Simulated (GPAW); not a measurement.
# BPd4 (Pmm2) in GPAW: reference runs

Reference runs on BPd4: the cell as given.

All numbers are computed with GPAW 26.7.0; they aren't measurements. Logs are shortened: lines on timing, memory, paths and dates and some standing lists are left out, and cuts for length are marked. The log counts tension as positive stress, the text compression.

## Step 1: The structure

Symmetry: Pmm2, No. 25, orthorhombic system. Conventional cell: a = 2.892 Å, b = 4.365 Å, c = 5.856 Å, α = 90.00°, β = 90.00°, γ = 90.00°. Pd (site symmetry mm2) is surrounded by 1 B at 1.96 Å. Pd (site symmetry mm2) is surrounded by 2 B at 2.03 Å. Pd (site symmetry mm2) has 10 Pd at 2.73 to 3.07 Å as nearest neighbours. Pd (site symmetry mm2) is surrounded by 2 B at 2.18 Å. B (site symmetry mm2) has 5 Pd at 1.96 to 2.18 Å as nearest neighbours.

The cell comes from a database or a generator and needn't be the stable form of this composition.

## Step 2: Single point, PBEsol

run.py

```python
from ase import Atoms
from ase.dft.bandgap import bandgap
from ase.io import write
from ase.units import Bohr, GPa
from gpaw import GPAW, PW, setup_paths
from gpaw.elf import elf_from_dft_calculation

setup_paths.insert(0, '.')

atoms = Atoms(['Pd', 'Pd', 'Pd', 'Pd', 'B'],
              cell=[[2.8920299704, 0.0, 0.0],
                    [0.0, 4.3650077954, 0.0],
                    [0.0, 0.0, 5.856315]],
              scaled_positions=[[0.5, 0.0, 0.197578],
                                [0.0, 0.0, 0.61947],
                                [0.0, 0.5, 0.329164],
                                [0.5, 0.5, 0.867561],
                                [0.5, 0.0, 0.863227]],
              pbc=True)

calc = GPAW(mode=PW(800),
            xc='PBEsol',
            kpts={'size': (9, 6, 5), 'gamma': True},
            occupations={'name': 'fermi-dirac', 'width': 0.05},
            nbands=57,
            convergence={'density': 1e-05, 'energy': 1e-05},
            maxiter=150,
            txt='gpaw.txt')
atoms.calc = calc
energy = atoms.get_potential_energy()
forces = atoms.get_forces()
stress = atoms.get_stress()
calc.write('gs.gpw')
write('result.traj', atoms)
print(f'Energy: {energy:.6f} eV')
print('Forces (eV/A):')
print(forces.round(4))
print('Stress (GPa):', (stress / GPa).round(3))
print('Fermi level:', round(calc.get_fermi_level(), 4), 'eV')
print(f'Gap: {bandgap(calc)[0]:.4f} eV, direct: {bandgap(calc, direct=True)[0]:.4f} eV')

# fields on the real-space grid
write('density.cube', atoms, data=calc.get_pseudo_density() * Bohr**3)
write('potential.cube', atoms, data=calc.get_electrostatic_potential())
write('elf.cube', atoms, data=elf_from_dft_calculation(calc).data)
```

Potentials or basis: PAW data sets generated in the run's folder for this functional, pw.

Command:

```sh
$ gpaw-setup -f PBEsol B Pd
$ OMP_NUM_THREADS=1 python run.py
```

gpaw.txt:

```text
__  _  _
 | _ |_)|_||  |
 |__||  | ||/\| - 26.7.0

Input parameters:
  mode=PW(ecut=800.0),
  convergence={'density': 1e-05, 'energy': 1e-05},
  kpts=MonkhorstPack(size=(9, 6, 5), gamma=True),
  maxiter=150,
  nbands=57,
  occupations=Occupations(name='fermi-dirac', width=0.05),
  xc=XC(name='PBEsol')

Diagonalizing LCAO Hamiltonian
Converting LCAO to pw mode
    .------.
   /|      |
  / | Pd   |
 *  |      |
 |  B      |
 |  |      |
 PdPd      |
 |  .------.
 | /      /
 |/ Pd   /
 *------*

Atoms  # Å, Bohr magnetons
|   | symbol |        x |        y |        z |    initial magnetic moments |
|---|--------|----------|----------|----------|-----------------------------|
| 0 |     Pd | 1.446015 | 0.000000 | 1.157079 | ( 0.0000,  0.0000,  0.0000) |
| 1 |     Pd | 0.000000 | 0.000000 | 3.627811 | ( 0.0000,  0.0000,  0.0000) |
| 2 |     Pd | 0.000000 | 2.182504 | 1.927688 | ( 0.0000,  0.0000,  0.0000) |
| 3 |     Pd | 1.446015 | 2.182504 | 5.080710 | ( 0.0000,  0.0000,  0.0000) |
| 4 |      B | 1.446015 | 0.000000 | 5.055329 | ( 0.0000,  0.0000,  0.0000) |

Unit cell  # Å
| periodic |        x |        y |        z |  lengths |    angles |
|----------|----------|----------|----------|----------|-----------|
|      yes | 2.892030 | 0.000000 | 0.000000 | 2.892030 | 90.000000 |
|      yes | 0.000000 | 4.365008 | 0.000000 | 4.365008 | 90.000000 |
|      yes | 0.000000 | 0.000000 | 5.856315 | 5.856315 | 90.000000 |

Number of symmetries: 4
Symmetry operations  # r_c * U_cc + t_c -> r_c
|   | kind |            matrix            |
|---|------|------------------------------|
| 0 |  E   |  1, 0, 0,  0, 1, 0,  0, 0, 1 |
| 1 |  σ   |  1, 0, 0,  0,-1, 0,  0, 0, 1 |
| 2 |  σ   | -1, 0, 0,  0, 1, 0,  0, 0, 1 |
| 3 |  C2  | -1, 0, 0,  0,-1, 0,  0, 0, 1 |

BZ-sampling:
  Number of BZ points: 270
  Number of IBZ points: 60

  Monkhorst-Pack size: [9, 6, 5]
  Monkhorst-Pack shift: [0.0, 0.08333333333333333, 0.0]

K-points  # in reciprocal-cell coordinates
|     |                                coordinates |     weight |
|-----|--------------------------------------------|------------|
|   0 | (  0.00000000,   0.00000000,   0.00000000) | 0.00370370 |
|   1 | (  0.00000000,   0.00000000,   0.20000000) | 0.00740741 |
|   2 | (  0.00000000,   0.00000000,   0.40000000) | 0.00740741 |
|   3 | (  0.00000000,   0.16666667,   0.00000000) | 0.00740741 |
|   4 | (  0.00000000,   0.16666667,   0.20000000) | 0.01481481 |
|   5 | (  0.00000000,   0.16666667,   0.40000000) | 0.01481481 |
|   6 | (  0.00000000,   0.33333333,   0.00000000) | 0.00740741 |
|   7 | (  0.00000000,   0.33333333,   0.20000000) | 0.01481481 |
|   8 | (  0.00000000,   0.33333333,   0.40000000) | 0.01481481 |
|   9 | (  0.00000000,   0.50000000,   0.00000000) | 0.00370370 |
| ... |                                            |            |
|  59 | (  0.44444444,   0.50000000,   0.40000000) | 0.01481481 |

Plane wave coefficients: 3824
Cutoff: 800.0 eV

Spin-components: 1 (collinear spins)
Bands:           57
Projectors:      29
Spin-degeneracy: 2
Datatype:        complex128

Parallelization:
  kpt:    1
  domain: 1
  band:   1

Density:
  Valence electrons: 67.0
  Components: 1
  Grid points: [20 30 40]
  Charge: 0.0  # |e|

Potential:
  Grid points: [20 30 40]

species:
  Pd:
    name:    Palladium
    Z:       46.0
    valence: 16
    core:    30
    charge:  0.0  # [|e|]
    compensation charges:
      type: gauss
      rc: 0.38  # [Å]
      lmax: 2
    cutoffs:
      filter: 2.38  # [Å]
      core: 2.28  # [Å]
    projectors
    | kind |    occ | energy [eV] | rcut [Å] |
    |------|--------|-------------|----------|
    |   5s |  0.000 |      -3.290 |    1.228 |
    |   4p |  6.000 |     -51.151 |    1.360 |
    |   5p |  0.000 |      -0.235 |    1.360 |
    |   4d | 10.000 |      -4.049 |    1.228 |
    |    s |        |      23.922 |    1.228 |
    |    d |        |      23.162 |    1.228 |

    Using partial waves for Pd as LCAO basis

  B:
    name:    Boron
    Z:       5.0
    valence: 3
    core:    2
    charge:  0.0  # [|e|]
    compensation charges:
      type: gauss
      rc: 0.20  # [Å]
      lmax: 2
    cutoffs:
      filter: 1.14  # [Å]
      core: 1.42  # [Å]
    projectors
    | kind |    occ | energy [eV] | rcut [Å] |
    |------|--------|-------------|----------|
    |   2s |  2.000 |      -9.361 |    0.635 |
    |   2p |  1.000 |      -3.555 |    0.635 |
    |    s |        |      17.850 |    0.635 |
    |    p |        |      23.657 |    0.635 |
    |    d |        |       0.000 |    0.635 |

    Using partial waves for B as LCAO basis

Reference energy: -549308.258088  # eV

eigensolver:
  PPCG
  Converge bands: occupied
  niter=2

density mixing:
  MSR1-Mixer
  Pratt-step length: 0.05
  Maximum mixing coefficient: 0.75
  Old densities: 10
  SVD Regularization: 0.005
  Good broyden scale: 1.0
  Trust region scale: 1.0
  Backstep threshold: 4.0
  History deletion threshold: 6.0
  Fourier metric: weight=20.0, sigma=0.015

occupation numbers:
  Fermi-Dirac:
    width: 0.0500  # eV

poisson solver:
  ecut: 6400.0  # eV

xc functional:
  name: PBEsol with 2 nearest neighbor stencil

convergence criteria:
- Maximum integral of absolute [dens]ity change: 1e-05 electrons / valence electron
- Maximum [total energy] change in last 3 cyles: 1e-05 eV / valence electron
- Maximum integral of absolute [eigenst]ate change: 4e-08 eV^2 / valence electron
maximum number of iterations: 150

SCF iterations
|iter     | |      energy | eigst |  dens |
|---------|-|-------------|-------|-------|
|iter:   1| |  -33.242816 | +0.54 |       |
|iter:   2| |  -30.584736 | -1.16 | -0.87 |
|iter:   3| |  -32.354099 | -0.44 | -0.93 |
|iter:   4| |  -26.209380 | -1.12 | -1.05 |
|iter:   5| |  -25.336033 | -1.81 | -1.51 |
|iter:   6| |  -25.275893 | -2.91 | -1.84 |
|iter:   7| |  -25.234686 | -3.07 | -1.97 |
|iter:   8| |  -25.228389 | -3.54 | -2.40 |
|iter:   9| |  -25.227334 | -4.26 | -2.80 |
|iter:  10| |  -25.227265 | -4.93 | -3.19 |
|iter:  11| |  -25.227327c| -5.45 | -3.60 |
|iter:  12| |  -25.227312c| -6.17 | -3.94 |
|iter:  13| |  -25.227314c| -6.83 | -4.55 |
|iter:  14| |  -25.227315c| -7.42c| -5.09c|

Converged in 14 steps
Energy contributions relative to reference atoms: (reference = -549308.258088)

Energy contributions:
  Kinetic:         -22.355626
  Coulomb:           1.641918
  Zero:             -0.618911
  External:          0.000000
  Xc:               -3.881826
  Entropy:          -0.025738
  Spinorbit:         0.000000
  ----------------------------
  Free energy:     -25.240183
  Extrapolated:    -25.227315

dipole moment: (-17.201430, -32.799189, 4.838075)  # |e|*Ang

Fermi level: 7.877
Eigenvalues  # (at kpt = [0.000, 0.000, 0.000])
| band index |      eig [eV] | occ [0-2] |
|------------|---------------|-----------|
|          0 |       -42.680 |     2.000 |
|        ... |               |           |
|         26 |         5.974 |     2.000 |
|         27 |         6.103 |     2.000 |
|         28 |         6.439 |     2.000 |
|         29 |         6.521 |     2.000 |
|         30 |         6.698 |     2.000 |
|         31 |         7.069 |     2.000 |
[... 8 lines left out ...]
|         40 |        16.574 |     0.000 |
|         41 |        17.681 |     0.000 |
|        ... |               |           |
|         56 |        31.216 |     0.000 |

No gap
No difference between direct/indirect transitions

Forces  # eV/Ang
|       x |       y |        z |
|---------|---------|----------|
| 0.00000 | 0.00000 | -0.16308 |  # Pd   0
| 0.00000 | 0.00000 |  0.02432 |  # Pd   1
| 0.00000 | 0.00000 | -0.02826 |  # Pd   2
| 0.00000 | 0.00000 |  0.13424 |  # Pd   3
| 0.00000 | 0.00000 |  0.03292 |  # B    4

Stress tensor  # eV/Ang^3
|        x |        y |        z |
|----------|----------|----------|
| 0.052658 | 0.000000 | 0.000000 |
| 0.000000 | 0.049498 | 0.000000 |
| 0.000000 | 0.000000 | 0.050574 |

# Writing to gs.gpw (mode='')
```

Run time: 5.1 min. Hardware: 1 thread of Arm Neoverse V2, shared host; peak memory 0.44 GiB.

What came out:

```
Free energy            : -25.2402 eV
Pressure               : -8.2 GPa
Largest force          : 0.163 eV/Å
Band gap on the k mesh : none (metal or under the smearing width)
```

Forces in eV/Å, atoms in the order of the input:
```
Pd   0.000  0.000 -0.163
Pd   0.000  0.000  0.024
Pd   0.000  0.000 -0.028
Pd   0.000  0.000  0.134
B    0.000  0.000  0.033
```
